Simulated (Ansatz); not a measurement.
# LuPb2: LAPW beside PAW

Aim: solve LuPb2 at one geometry with all-electron LAPW, frozen-core PAW and datasets made for this crystal, and see where they agree.

Method: DFT PBEsol, scalar-relativistic, in Ansatz 0.2.0.

**1. The system as given**

It takes space group I4/mmm (No. 139, tetragonal). The conventional cell has a = 3.706 Å, b = 3.706 Å, c = 13.120 Å, α = 90.00°, β = 90.00°, γ = 90.00°. Around Lu (site symmetry 4/mmm) lie 8 Pb at 3.42 Å and 4 Lu at 3.71 Å. Around Pb (site symmetry 4mm) lie 8 Pb at 3.41 to 3.71 Å and 4 Lu at 3.42 Å.

As a file:

```
Lu Pb
1.0
    -1.85305    1.85305    6.56000
     1.85305   -1.85305    6.56000
     1.85305    1.85305   -6.56000
Lu Pb
1 2
Direct
  0.00000 0.00000 0.00000
  0.33300 0.33300 0.00000
  0.66700 0.66700 0.00000
```

Structure: COD 1522501, as refined from experiment and not relaxed.

Atoms are numbered in the order of the input: Lu1, Pb2, Pb3.

**2. All-electron LAPW**

input.yaml

```yaml
crystal:
  lattice:
    - [-1.85305, 1.85305, 6.56]
    - [1.85305, -1.85305, 6.56]
    - [1.85305, 1.85305, -6.56]
  atoms:
    - { symbol: Lu, position: [0.0, 0.0, 0.0] }
    - { symbol: Pb, position: [0.333, 0.333, 0.0] }
    - { symbol: Pb, position: [0.667, 0.667, 0.0] }
kpoints:
  mp_grid: { grid: [12, 12, 12] }
  band_path:
    path:
      - [0.0, 0.0, 0.0]
      - [0.0, 0.0, 0.5]
      - [0.25, 0.25, 0.25]
      - [0.0, 0.5, 0.0]
      - [0.0, 0.0, 0.0]
      - [0.5, 0.5, -0.5]
      - [0.2699483328, 0.7300516672, -0.2699483328]
      - [-0.2699483328, 0.2699483328, 0.2699483328]
      - [0.0, 0.0, 0.0]
    npoints: 14
scf:
  occupations: { method: fermi_dirac, width: 0.05 }
hamiltonian:
  xc: pbesol
  pseudopotentials: { kind: all_electron, lapw: { basis_error: 0.001 } }
output:
  forces: true
  stress: true
  eigenvalues: true
  populations: true
  dos: { projected: true, de: 0.2, e_range: [-14, 8] }
```

Command:

```
$ ansatz run input.yaml --threads 1 --pin off --max-ram 4096MiB --backend cpu --events-out ev --progress --plain --runs-dir out
```

**3. Frozen-core PAW**

input.yaml: that of step 2 with these lines changed.

```diff
@@ -27,3 +27,3 @@
   xc: pbesol
-  pseudopotentials: { kind: all_electron, lapw: { basis_error: 0.001 } }
+  pseudopotentials: { kind: paw }
 output:
@@ -32,3 +32,9 @@
   eigenvalues: true
+  efg: { contact_densities: true }
   populations: true
+  bader: true
   dos: { projected: true, de: 0.2, e_range: [-14, 8] }
+  write_density: true
+  write_potential: true
+  elf: true
+  volumetric_format: npy
```

**4. Datasets made for this crystal**

input.yaml: that of step 3 with these lines changed.

```diff
@@ -22,3 +22,3 @@
       - [0.0, 0.0, 0.0]
-    npoints: 14
+    npoints: 8
 scf:
@@ -27,3 +27,3 @@
   xc: pbesol
-  pseudopotentials: { kind: paw }
+  pseudopotentials: { kind: all_electron, datasets: crystal }
 output:
@@ -33,8 +33 @@
   efg: { contact_densities: true }
-  populations: true
-  bader: true
-  dos: { projected: true, de: 0.2, e_range: [-14, 8] }
-  write_density: true
-  write_potential: true
-  elf: true
-  volumetric_format: npy
```

(Steps that only read results are left out.)

Before running it: what results should come out? Wanted: pressure; gap; largest force; Bader charges; highest ELF.

The runs gave:

| quantity | value |
| --- | --- |
| pressure | LAPW -3.69, PAW -3.70, crystal datasets -3.70 GPa |
| gap (LAPW) | none |
| largest force | LAPW 0.353, PAW 0.353, crystal datasets 0.353 eV/Å |
| Bader charges (PAW) | Lu1 +1.01, Pb2 -0.50 e |
| highest ELF (PAW) | 0.46, 2.09 Å from Lu |

**Reading.** The pressure of -3.7 GPa pushes the cell to shrink, with the atoms held in place. The count of 107 electrons in bands leaves a band partly filled, so there is no gap. Lu 5d carries the largest share, 48 %, of the projected states within 0.3 eV of the Fermi level. The projection holds only the free atom's occupied shells (Lu 6s, Lu 5d, Lu 4f, Pb 6s, Pb 6p in this range). The field gradient at Lu1, the largest by crystal datasets, is 9.29 by PAW and 9.73 by crystal datasets (10²¹ V/m²), within 5 %. No spin–orbit coupling: at heavy atoms the gradients can be off by tens of per cent for that reason. PAW lies less than 0.01 GPa from LAPW in pressure. The forces differ by at most 1 meV/Å in a component, on a largest force of 0.353 eV/Å. The price, with the outputs that each input asks for: 3.3 min for LAPW against 69 s for PAW, about 2.9 to one. Spin-orbit coupling is left out, though the cell holds Pb; in elements this heavy it can shift bands and gaps by tenths of an eV.
